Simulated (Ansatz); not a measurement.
**CHBrClN: a ladder of functionals and wavefunction methods**

One table from this session's results is given with a row withheld; the runs are named, their logs left out.

Program: Ansatz 0.2.0, Gaussian basis. Level of theory: functionals in def2-TZVPP, the program's frozen cores in correlated methods. These are calculated values, not measurements.

Levels to be run: LDA (SPW92), PBE-D4, revPBE-D4, BLYP-D4, r2SCAN-D4, B97M-V, PBE0-D4, B3LYP-D4, r2SCANh-D4, r2SCAN0-D4, HSE06-D4, BHLYP-D4, CAM-B3LYP-D4, LC-ωPBE, ωB97X-V, ωB97M-V, B2PLYP, PBE-QIDH; CCSD(T)/def2-SVP; CCSD(T)/def2-TZVPP; MP2/def2-QZVPP; extrapolation to the limit; RPA on PBE.

## Structure used throughout

All runs share one geometry, relaxed beforehand with PBE0-D4 in a triple-zeta def2 set.

5 atoms, charge 0, spin multiplicity 1.

Atoms are counted from 1 here; the program's logs count them from 0.

Bond lengths: N1–C2 1.240 Å, N1–H5 1.016 Å, C2–Cl3 1.714 Å, C2–Br4 1.914 Å. Angles: C2–N1–H5 113.3°, N1–C2–Cl3 121.6°, N1–C2–Br4 125.7°, Cl3–C2–Br4 112.6°.

The first run:

in.yaml reads:

```yaml
crystal:
  periodic: [false, false, false]
  atoms:
    - {symbol: N, position_ang: [0.814873, 0.257870, 0.668599]}
    - {symbol: C, position_ang: [-0.150799, 0.177581, -0.104422]}
    - {symbol: Cl, position_ang: [-1.037456, 1.564709, -0.582924]}
    - {symbol: Br, position_ang: [-0.823293, -1.433591, -0.888963]}
    - {symbol: H, position_ang: [1.246574, -0.640268, 0.866311]}
basis:
  gaussian: {orbitals: def2-TZVPP}
hamiltonian: {xc: lda}
output: {orbitals: {seedname: orbitals}}
```

On the command line:

```sh
> ansatz run in.yaml --threads 2 --pin off --events-out ev --progress --plain --max-ram 4352MiB
```

Among the steps run: LDA; PBE-D4 (GGA); revPBE-D4 (GGA); BLYP-D4 (GGA); r2SCAN-D4 (meta-GGA); B97M-V (meta-GGA); B3LYP-D4 (hybrid); r2SCANh-D4 (hybrid); r2SCAN0-D4 (hybrid); HSE06-D4 (hybrid); BHLYP-D4 (hybrid); CAM-B3LYP-D4 (range-separated); LC-ωPBE (range-separated); ωB97X-V (range-separated); ωB97M-V (range-separated); B2PLYP (double hybrid); PBE-QIDH (double hybrid).

One table of the session follows, with a row left open; its other results are not shown here.

It belongs to the step «Orbital energies across the functionals». 

| functional | HOMO (eV) | gap (eV) |
| --- | --- | --- |
| LDA (SPW92) | -7.22 | 4.88 |
| PBE-D4 | -7.07 | 4.99 |
| revPBE-D4 | -7.02 | 5.03 |
| BLYP-D4 | -6.92 | 4.98 |
| r2SCAN-D4 | -7.43 | 5.50 |
| B97M-V | -7.54 | 5.80 |
| PBE0-D4 | -8.50 | 7.45 |
| B3LYP-D4 | -8.23 | 6.92 |
| r2SCANh-D4 | -7.95 | 6.41 |
| r2SCAN0-D4 | -8.73 | 7.78 |
| HSE06-D4 | -8.10 | 6.66 |
| BHLYP-D4 | -9.78 | 9.83 |
| CAM-B3LYP-D4 | ? | ? |
| LC-ωPBE | -11.29 | 12.61 |
| ωB97X-V | -10.91 | 12.16 |
| ωB97M-V | -10.77 | 11.90 |

Estimate the missing values for CAM-B3LYP-D4.

As computed: HOMO (eV): -9.88; gap (eV): 9.98. In the column «HOMO (eV)» it lies between ωB97M-V (-10.77) and BHLYP-D4 (-9.78).
